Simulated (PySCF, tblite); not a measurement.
# As18P15H15: electronic excitations, NMR shifts

Aim: compute the electronic excitations, NMR shifts of As18P15H15.

Computed with tblite 0.8.0 and PySCF 2.14.0 and routines of our own; the level stands in each step. Atoms count from 0.

## Step 1: The system as given

48 atoms, charge 0, multiplicity 1; geometry from: force field, distance geometry or constructed start.

## Step 2: Geometry optimisation with GFN2-xTB

Job settings and geometry (Å):

```
{"job": {"kind": "relax", "xc": "GFN2-xTB", "basis": "xTB"}, "charge": 0, "multiplicity": 1}
As    -1.721600     0.995000    -0.648900
P     -3.456200     1.996200     0.645800
As    -5.174300     0.994500    -0.646300
P     -5.180200    -0.992400     0.646500
As    -3.454000    -1.994800    -0.643900
P     -1.729800    -0.997300     0.650100
As     3.453100     3.988900    -0.650600
P      1.729900     4.986700     0.654200
As     0.002700     3.985100    -0.647700
P     -0.002800     1.992800     0.654300
As     1.724400     0.995600    -0.649400
P      3.450500     1.991600     0.652700
As     5.176100     0.997500    -0.642300
P      1.728700    -0.997400     0.650000
As     3.450800    -1.988500    -0.647100
P      5.177600    -0.996200     0.659000
As    -6.905600    -1.991700    -0.646400
P     -6.907100    -3.990600     0.651700
As    -5.180100    -4.982200    -0.644800
P     -3.450200    -3.986300     0.655400
As    -0.002300    -1.989800    -0.645800
As     1.725600     6.979100    -0.647500
P      0.003400     7.979000     0.659300
As    -1.730700     6.973300    -0.648800
P     -1.726000     4.986600     0.653600
P     -0.006100    -3.988100     0.655200
As     1.727200    -4.981700    -0.648000
P      3.452400    -3.986600     0.653900
As     6.906600    -1.993200    -0.649300
As     5.180600    -4.983600    -0.643900
P      6.909600    -3.986600     0.651600
As    -3.454900     3.988500    -0.647100
As    -1.727500    -4.983900    -0.649200
H     -6.280000     1.632100     0.186700
H      4.556800     4.625600     0.179700
H      6.282600     1.635600     0.180100
H     -8.009400    -1.356900     0.178900
H     -7.920700    -4.571000    -0.114600
H     -5.178400    -6.261100     0.182900
H      2.824300     7.617600     0.184200
H     -0.000100     9.144800    -0.108200
H     -2.823200     7.608600     0.186700
H      1.731400    -6.256200     0.179400
H      8.011200    -1.357500     0.181200
H      5.175800    -6.255500     0.185400
H      7.919700    -4.571900    -0.115400
H     -4.553200     4.623900     0.182400
H     -1.726800    -6.254600     0.185300
```

Launch:

```sh
OMP_NUM_THREADS=8 python large_run.py task.json out
```

One launch serves the whole session: the jobs run in the order shown.

The log of the run:

```text
step      E/eV     max force
  0   -2412.16112    1.094
  1   -2412.48059    0.770
  2   -2412.75464    0.165
  3   -2412.76254    0.135
  4   -2412.79524    0.134
  5   -2412.81076    0.151
  6   -2412.82515    0.170
  7   -2412.83414    0.130
  8   -2412.83999    0.107
  9   -2412.84388    0.108
 10   -2412.84967    0.115
 11   -2412.85792    0.115
 12   -2412.86594    0.103
 13   -2412.87008    0.077
 14   -2412.87154    0.062
 15   -2412.87221    0.043
 16   -2412.87307    0.049
 17   -2412.87407    0.052
 18   -2412.87526    0.067
 19   -2412.87674    0.074
 20   -2412.87846    0.066
 21   -2412.87980    0.044
 22   -2412.88045    0.030
 23   -2412.88077    0.029
 24   -2412.88111    0.031
 25   -2412.88163    0.032
 26   -2412.88222    0.034
 27   -2412.88266    0.028
 28   -2412.88292    0.029
 29   -2412.88316    0.025
 30   -2412.88347    0.032
 31   -2412.88390    0.043
 32   -2412.88445    0.044
 33   -2412.88506    0.040
 34   -2412.88559    0.032
 35   -2412.88591    0.020
```

It took 76 s on 8 threads of Intel Xeon Platinum 8259CL at 2.50GHz, shared host; peak memory 0.16 GiB.

The steps of the relaxation:

```csv
step,energy from step 0 (eV),largest force (eV/Å)
0,0.0000,1.0938
1,-0.3195,0.7699
2,-0.5935,0.1643
3,-0.6014,0.1345
4,-0.6341,0.1339
5,-0.6496,0.1512
6,-0.6640,0.1694
7,-0.6730,0.1300
8,-0.6789,0.1066
10,-0.6885,0.1152
12,-0.7048,0.1032
14,-0.7104,0.0613
16,-0.7119,0.0489
18,-0.7141,0.0666
20,-0.7173,0.0655
22,-0.7193,0.0298
24,-0.7200,0.0311
26,-0.7211,0.0344
28,-0.7218,0.0289
31,-0.7228,0.0424
32,-0.7233,0.0437
33,-0.7239,0.0405
34,-0.7245,0.0323
35,-0.7248,0.0200
```

Distances of close pairs at the start and the end, largest changes first:

```csv
bond,before (Å),after (Å),change (Å)
P22–As23,2.394,2.326,-0.067
P15–As28,2.386,2.329,-0.057
As16–P17,2.383,2.326,-0.057
P25–As26,2.385,2.330,-0.056
As21–P22,2.382,2.326,-0.056
As6–P11,2.385,2.330,-0.055
As28–P30,2.380,2.326,-0.054
As29–P30,2.379,2.326,-0.053
```

The end geometry stands in the next job.

## Step 3: Electronic excitations: TDDFT PBE/def2-SVP

Job settings and geometry (Å):

```
{"job": {"kind": "uv", "basis": "def2-SVP", "grid": 1, "kgrid": 0, "vcut": null, "nstates": 6, "ntriplets": 2, "tda": false, "delta": ["ip_vertical"], "pop": true, "xc": "PBE"}, "charge": 0, "multiplicity": 1}
As    -1.723091     0.994993    -0.609323
P     -3.482401     2.010356     0.557245
As    -5.201685     1.004829    -0.651371
P     -5.183611    -0.994673     0.545127
As    -3.437793    -1.984937    -0.665171
P     -1.743061    -1.006448     0.602132
As     3.470330     4.002039    -0.651569
P      1.729606     4.986444     0.545355
As    -0.000409     3.971409    -0.665266
P      0.000535     2.014019     0.602627
As     1.722535     0.995325    -0.608990
P      3.483019     2.010922     0.557541
As     5.201147     1.005218    -0.651735
P      1.743190    -1.006045     0.602541
As     3.438736    -1.984685    -0.665483
P      5.183217    -0.994370     0.544875
As    -6.937335    -1.994135    -0.616447
P     -6.903616    -3.985569     0.585722
As    -5.195849    -5.010916    -0.615259
P     -3.453483    -3.990932     0.546155
As     0.001028    -1.988982    -0.609719
As     1.741854     7.006478    -0.613601
P      0.000118     7.971381     0.589445
As    -1.742456     7.006523    -0.612636
P     -1.730963     4.986597     0.546051
P      0.000950    -4.020128     0.558222
As     1.730891    -5.005981    -0.650964
P      3.453718    -3.990833     0.545520
As     6.937874    -1.994319    -0.615261
As     5.196636    -5.010809    -0.614409
P      6.903816    -3.985008     0.587171
As    -3.471028     4.002231    -0.651005
As    -1.729849    -5.006348    -0.649573
H     -6.263773     1.593455     0.270445
H      4.510019     4.628784     0.270479
H      6.262303     1.592567     0.271764
H     -7.959973    -1.380745     0.331789
H     -7.897565    -4.559335    -0.244201
H     -5.176023    -6.202359     0.334390
H      2.785266     7.585225     0.334632
H     -0.000272     9.118867    -0.240694
H     -2.785497     7.585108     0.335901
H      1.751784    -6.218916     0.271816
H      7.960785    -1.380151     0.332605
H      5.176635    -6.203050     0.334379
H      7.896737    -4.558411    -0.243644
H     -4.510618     4.628452     0.271418
H     -1.752535    -6.220684     0.271922
```

With the program's defaults for keys left out, this is: TDDFT PBE/def2-SVP, vertical, gas phase, core orbitals frozen in the response.

The log of the run:

```text
start: PBE on a coarse grid of 250871 points
cycle   1  E = -45360.6639017427  dE = -8.849e+00  |g| = 1.080e+00  |ddm| = 9.071e+00
cycle   2  E = -45360.6182441183  dE =  4.566e-02  |g| = 1.133e+00  |ddm| = 1.593e+00
cycle   3  E = -45360.6654935276  dE = -4.725e-02  |g| = 5.489e-01  |ddm| = 1.640e+00
cycle   4  E = -45360.7673519740  dE = -1.019e-01  |g| = 1.003e-01  |ddm| = 9.459e-01
cycle   5  E = -45360.7697031040  dE = -2.351e-03  |g| = 5.457e-02  |ddm| = 2.122e-01
cycle   6  E = -45360.7707734804  dE = -1.070e-03  |g| = 9.969e-03  |ddm| = 1.035e-01
cycle   7  E = -45360.7707947424  dE = -2.126e-05  |g| = 5.149e-03  |ddm| = 2.302e-02
final grid: 250871 points
cycle   8  E = -45360.7706995054  dE =  9.524e-05  |g| = 1.623e-02  |ddm| = 3.538e-02
cycle   9  E = -45360.7696563767  dE =  1.043e-03  |g| = 5.549e-02  |ddm| = 1.175e-01
cycle  10  E = -45360.7708038901  dE = -1.148e-03  |g| = 4.006e-03  |ddm| = 9.245e-02
cycle  11  E = -45360.7708061605  dE = -2.270e-06  |g| = 7.085e-04  |ddm| = 7.745e-03
cycle  12  E = -45360.7708048539  dE =  1.307e-06  |g| = 1.883e-04  |ddm| = 1.310e-03
cycle  13  E = -45360.7708073542  dE = -2.500e-06  |g| = 5.813e-05  |ddm| = 3.100e-04
converged SCF energy = -45360.7708073542

Static polarisability (au): isotropic 1072.199, principal 456.087 1380.201 1380.310

Singlet excitations
state   eV       nm        f      main configurations
  1   2.3982    517.0   0.00039   H->L 0.54, H->L+1 0.26, H-2->L 0.14
  2   2.3983    517.0   0.00039   H-1->L 0.52, H-2->L 0.14, H->L 0.14
  3   2.3997    516.7   0.00043   H-1->L+1 0.54, H-2->L+1 0.28, H->L+1 0.15
  4   2.4169    513.0   0.00000   H->L+1 0.36, H-1->L 0.33, H-1->L+1 0.15
  5   2.4429    507.5   0.00275   H-2->L+1 0.61, H-1->L+1 0.16, H->L 0.12
  6   2.4431    507.5   0.00283   H-2->L 0.68, H->L+1 0.12, H-1->L 0.10

Triplet excitations (Tamm-Dancoff, eV): 2.3187 2.3192
```

It took 1.7 min on 8 threads of Intel Xeon Platinum 8259CL at 2.50GHz, shared host; peak memory 3.7 GiB.

Warnings kept with the result: ip_vertical: open-shell SCF did not converge.

Frontier orbitals and where they lie:

```csv
orbital,eV,atoms
HOMO−4,-5.32,"P11 13 %, P25 9 %, As12 6 %"
HOMO−3,-5.31,"P1 14 %, P25 6 %, As0 6 %"
HOMO−2,-5.18,"P13 13 %, P5 11 %, P9 11 %"
HOMO−1,-5.17,"As8 10 %, As14 9 %, P24 9 %"
HOMO,-5.17,"As4 13 %, P19 10 %, P3 10 %"
LUMO,-2.79,"As20 9 %, As10 8 %, P13 6 %"
LUMO+1,-2.79,"As0 10 %, P9 6 %, P5 5 %"
LUMO+2,-2.71,"As8 7 %, As14 7 %, As4 7 %"
LUMO+3,-2.65,"P11 6 %, P1 6 %, P25 6 %"
```

With each of the 6 states as a Gaussian band of 0.4 eV half-width at 1/e, the curve within the window shown has maxima at 509 nm (ε 270) L/(mol cm). Beyond the last state computed it falls off for lack of states. The curve at chosen wavelengths:

nm, ε (L/mol/cm) and a bar:
```
      452        152 ###############
      461        183 ###################
      471        215 #######################
      480        239 ##########################
      490        259 ############################
      499        270 ##############################
      509        274 ##############################
      518        271 ##############################
      528        262 #############################
      537        248 ###########################
      547        230 #########################
      556        211 ######################
      566        189 ####################
      575        169 #################
      585        148 ###############
      594        129 #############
      604        110 ##########
      613         95 #########
      623         80 #######
      632         68 #####
      642         56 ####
      651         48 ###
      661         39 ##
      670         33 #
      680         27 #
      689         22
```

Further results of this job:

```csv
property,computed
dipole moment (D),1.87
polarisability (Å³),158.88
HOMO–LUMO gap (eV),2.38
−ε(HOMO) (eV),5.17
```

## Step 4: NMR shifts: GIAO KT3/pcSseg-1

Settings changed since step 3:

```diff
@@ -1,2 +1,2 @@
-{"job": {"kind": "uv", "basis": "def2-SVP", "grid": 1, "kgrid": 0, "vcut": null, "nstates": 6, "ntriplets": 2, "tda": false, "delta": ["ip_vertical"], "pop": true, "xc": "PBE"}, "charge": 0, "multiplicity": 1}
+{"job": {"kind": "nmr", "xc": "KT3", "basis": "pcSseg-1", "pop": false}, "charge": 0, "multiplicity": 1}
 As    -1.723091     0.994993    -0.609323
```

Method: GIAO KT3/pcSseg-1 NMR shielding, non-relativistic, gas phase.

The log of the run:

```text
start: PBE on a coarse grid of 250871 points
cycle   1  E = -45362.6295289341  dE = -1.013e+01  |g| = 3.333e+00  |ddm| = 9.553e+00
cycle   2  E = -45362.1623991069  dE =  4.671e-01  |g| = 3.322e+00  |ddm| = 3.298e+00
cycle   3  E = -45362.3242938866  dE = -1.619e-01  |g| = 1.605e+00  |ddm| = 4.392e+00
cycle   4  E = -45363.0208352986  dE = -6.965e-01  |g| = 5.254e-01  |ddm| = 2.958e+00
cycle   5  E = -45363.1004948276  dE = -7.966e-02  |g| = 1.309e-01  |ddm| = 8.348e-01
cycle   6  E = -45363.1047652047  dE = -4.270e-03  |g| = 7.070e-02  |ddm| = 3.129e-01
cycle   7  E = -45363.1060748723  dE = -1.310e-03  |g| = 3.500e-02  |ddm| = 1.463e-01
cycle   8  E = -45363.1064824140  dE = -4.075e-04  |g| = 9.913e-03  |ddm| = 6.890e-02
final grid: 463447 points
cycle   9  E = -45560.8110635955  dE = -1.115e-01  |g| = 1.946e+00  |ddm| = 1.934e+00
cycle  10  E = -45560.7383024795  dE =  7.276e-02  |g| = 2.073e+00  |ddm| = 2.444e+00
cycle  11  E = -45560.9736873768  dE = -2.354e-01  |g| = 3.951e-01  |ddm| = 1.711e+00
cycle  12  E = -45561.0097120465  dE = -3.602e-02  |g| = 1.819e-01  |ddm| = 8.069e-01
cycle  13  E = -45561.0203338902  dE = -1.062e-02  |g| = 3.558e-02  |ddm| = 2.813e-01
cycle  14  E = -45561.0207568733  dE = -4.230e-04  |g| = 1.225e-02  |ddm| = 7.497e-02
cycle  15  E = -45561.0207831914  dE = -2.632e-05  |g| = 6.513e-03  |ddm| = 2.890e-02
cycle  16  E = -45561.0207979575  dE = -1.477e-05  |g| = 2.655e-03  |ddm| = 1.282e-02
cycle  17  E = -45561.0207910645  dE =  6.893e-06  |g| = 9.252e-04  |ddm| = 5.428e-03
cycle  18  E = -45561.0207834049  dE =  7.660e-06  |g| = 3.092e-04  |ddm| = 1.816e-03
cycle  19  E = -45561.0207850676  dE = -1.663e-06  |g| = 1.032e-04  |ddm| = 5.880e-04
cycle  20  E = -45561.0207930135  dE = -7.946e-06  |g| = 3.717e-05  |ddm| = 2.077e-04
converged SCF energy = -45561.0207930135

GIAO shielding tensors (ppm)
atom      isotropic    diamagn.    paramagn.     s11        s22        s33       span
  0 As    1244.646    2869.346   -1624.700   1155.332   1165.125   1413.480    258.148
  1 P      342.810     961.685    -618.875    302.513    314.182    411.735    109.222
  2 As    1465.964    2879.274   -1413.311   1286.085   1516.772   1595.034    308.949
  3 P      350.147     963.825    -613.677    304.979    325.495    419.967    114.988
  4 As    1263.435    2872.998   -1609.563   1173.642   1189.325   1427.338    253.697
  5 P      317.640     955.721    -638.081    277.385    278.712    396.823    119.438
  6 As    1466.080    2879.248   -1413.168   1285.260   1516.986   1595.993    310.733
  7 P      350.044     963.843    -613.800    305.255    325.127    419.750    114.494
  8 As    1263.306    2873.008   -1609.703   1173.191   1189.735   1426.991    253.801
  9 P      317.639     955.731    -638.092    277.383    278.399    397.135    119.753
 10 As    1245.221    2869.340   -1624.119   1156.927   1164.914   1413.822    256.895
 11 P      342.780     961.688    -618.908    302.093    314.329    411.917    109.824
 12 As    1466.680    2879.263   -1412.583   1286.230   1517.261   1596.548    310.318
 13 P      317.718     955.717    -637.999    277.046    279.246    396.862    119.816
 14 As    1263.354    2873.010   -1609.656   1172.653   1190.032   1427.376    254.723
 15 P      350.372     963.830    -613.458    305.530    325.226    420.361    114.831
 16 As    1506.833    2881.559   -1374.726   1358.023   1522.648   1639.829    281.806
 17 P      460.731     967.171    -506.440    409.888    454.042    518.262    108.374
 18 As    1506.450    2881.609   -1375.159   1357.845   1521.708   1639.797    281.953
 19 P      350.412     963.841    -613.429    305.520    325.201    420.515    114.995
 20 As    1245.298    2869.318   -1624.020   1157.243   1164.370   1414.281    257.039
 21 As    1505.835    2881.526   -1375.692   1358.400   1521.138   1637.966    279.566
 22 P      460.221     967.136    -506.915    408.404    453.907    518.353    109.950
 23 As    1505.916    2881.527   -1375.611   1358.262   1521.441   1638.046    279.784
 24 P      349.972     963.850    -613.878    304.900    325.242    419.775    114.875
 25 P      343.158     961.670    -618.512    302.791    314.344    412.338    109.547
 26 As    1465.875    2879.365   -1413.489   1284.731   1517.296   1595.600    310.869
 27 P      350.654     963.845    -613.190    305.670    325.601    420.693    115.023
 28 As    1506.504    2881.554   -1375.050   1357.997   1522.335   1639.181    281.185
 29 As    1506.317    2881.611   -1375.295   1358.526   1521.423   1639.001    280.475
 30 P      461.023     967.159    -506.136    409.834    454.288    518.946    109.112
 31 As    1466.129    2879.248   -1413.119   1285.394   1516.874   1596.119    310.725
 32 As    1464.850    2879.354   -1414.504   1283.874   1516.129   1594.547    310.674
 33 H       27.804      32.089      -4.285     18.869     25.550     38.992     20.123
 34 H       27.803      32.086      -4.283     18.865     25.552     38.991     20.126
 35 H       27.805      32.086      -4.281     18.871     25.552     38.994     20.123
 36 H       27.802      30.974      -3.172     19.698     24.100     39.608     19.910
 37 H       28.224      31.132      -2.908     21.784     25.055     37.833     16.049
 38 H       27.796      31.000      -3.204     19.689     24.093     39.606     19.917
 39 H       27.791      30.965      -3.175     19.687     24.088     39.597     19.910
 40 H       28.212      31.120      -2.908     21.769     25.052     37.816     16.046
 41 H       27.793      30.968      -3.175     19.687     24.089     39.601     19.915
 42 H       27.807      32.165      -4.358     18.868     25.553     38.999     20.131
 43 H       27.798      30.969      -3.171     19.695     24.097     39.603     19.907
 44 H       27.796      31.001      -3.205     19.690     24.091     39.607     19.917
 45 H       28.230      31.133      -2.903     21.786     25.062     37.841     16.055
 46 H       27.804      32.087      -4.284     18.866     25.552     38.993     20.126
 47 H       27.800      32.157      -4.357     18.864     25.548     38.989     20.124
```

Wall time 70 s (8 threads of Intel Xeon Platinum 8259CL at 2.50GHz, shared host); peak memory 4.2 GiB.

Shifts follow as δ = σ(reference) − σ, with reference shieldings (ppm) from runs at the same level and on the same kind of geometry: $^{1}$H TMS 31.76, $^{31}$P PH3 612.2. The references are single molecules in the gas phase, so shifts against H2O, NH3, PH3, H3PO4 or CFCl3 are not on the usual liquid scales and can be off by tens of ppm. Atoms listed in one row are averaged.

```csv
atoms,environment,σ (ppm),δ (ppm)
"H36, H38, H39, H41, H43, H44",hydrogen on an arsenic bonded to 2 P,27.80,3.96
"H33, H34, H35, H42, H46, H47",hydrogen on an arsenic bonded to 2 P,27.80,3.96
"H37, H40, H45",hydrogen on a phosphorus bonded to 2 As,28.22,3.54
"As0, As10, As20",arsenic bonded to 3 P,1245,–
"As4, As8, As14",arsenic bonded to 3 P,1263,–
"As2, As6, As12, As26, As31, As32","arsenic bonded to 2 P, H",1466,–
"As16, As18, As21, As23, As28, As29","arsenic bonded to 2 P, H",1506,–
"P5, P9, P13",phosphorus bonded to 3 As,317.7,294.5
"P1, P11, P25",phosphorus bonded to 3 As,342.9,269.3
"P3, P7, P15, P19, P24, P27",phosphorus bonded to 3 As,350.3,261.9
"P17, P22, P30","phosphorus bonded to 2 As, H",460.7,151.5
```

Ring of atoms As0, P1, As2, P3, As4, P5: NICS(0) -5.1, NICS(1) -3.2, NICS(1)zz 10.7 ppm (means of both faces).

Ring of atoms As0, P5, P9, As10, P13, As20: NICS(0) -5.4, NICS(1) -3.3, NICS(1)zz 11.5 ppm (means of both faces).

Ring of atoms P3, As4, As16, P17, As18, P19: NICS(0) -5.0, NICS(1) -3.2, NICS(1)zz 9.3 ppm (means of both faces).

## Step 5: Outcome

| quantity | value |
| --- | --- |
| lowest singlet (PBE/def2-SVP) | 2.40 eV (517 nm), f = 0.000 |
| brightest single state of those computed | state 6, 2.44 eV, f = 0.003 |
| lowest triplet | 2.32 eV |
| $^{1}$H shifts against TMS (KT3/pcSseg-1, means over atoms taken as alike) | 3.96, 3.96, 3.54 ppm |
| $^{31}$P shifts against PH3 (KT3/pcSseg-1, means over atoms taken as alike) | 294.5, 269.3, 261.9, 151.5 ppm |
| shieldings of As (KT3/pcSseg-1, a mean where the table joins atoms) | As0 1245.1, As4 1263.4, As2 1465.9, As16 1506.3 ppm |

**Reading.** The lowest singlet, at 2.40 eV, is HOMO→LUMO 0.54, HOMO→LUMO+1 0.26 and is dark; of the 6 states computed, the strongest absorption comes from states 1 to 6 together at 2.44 eV (the last computed, so partners may be missing). The lowest triplet lies 0.08 eV below the lowest singlet (triplets in Tamm-Dancoff, singlets in full TDDFT). At KT3/pcSseg-1: The widest tensor belongs to As2, As6, As12, As26, As31, As32: span 310 ppm, with a paramagnetic part of -1413 ppm.
